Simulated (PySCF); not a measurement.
# C6H8Cl2O: the cost of one run

Programs: PySCF 2.14.0, with routines of our own; each step states its level. All values are computed. Atoms count from 0.

### 1 The system as given

17 atoms, charge 0, multiplicity 3; geometry from: GFN2-xTB.

### 2 Open-shell or spin-flip excitations: unrestricted TDDFT B3LYP/def2-SVP

Job settings and geometry (Å):

```
{"job": {"kind": "uabs", "xc": "B3LYP", "basis": "def2-SVP", "nstates": 10, "tda": false}, "charge": 0, "multiplicity": 3}
C     -1.624508     0.283876     0.733655
C     -0.476688    -0.542980     0.167014
C     -0.770646    -0.945097    -1.293004
C      0.828150     0.187372     0.202752
C      0.886236     1.623565     0.172458
Cl     0.980941     2.482551     1.642568
C      2.004128    -0.625101     0.214933
O      2.081338    -1.823762     0.212365
Cl     3.506224     0.347257     0.205316
H     -1.766076     1.190374     0.150243
H     -1.423376     0.563726     1.764166
H     -2.543361    -0.296123     0.705438
H     -0.356029    -1.472188     0.735491
H     -0.865373    -0.058613    -1.914630
H     -1.701957    -1.504016    -1.328852
H      0.028841    -1.569685    -1.680526
H      1.205159     2.170874    -0.699299
```

Level: unrestricted TDDFT B3LYP/def2-SVP, vertical, gas phase, core orbitals frozen in the response.

Launch:

```console
> OMP_NUM_THREADS=1 python excited_run.py task.json out
```

This one command runs all jobs of the session in turn.

Q: Estimate the wall time and peak memory of this first job on 1 thread of Arm Neoverse V2, shared host.

About 91 s, with a peak of 0.7 GiB.
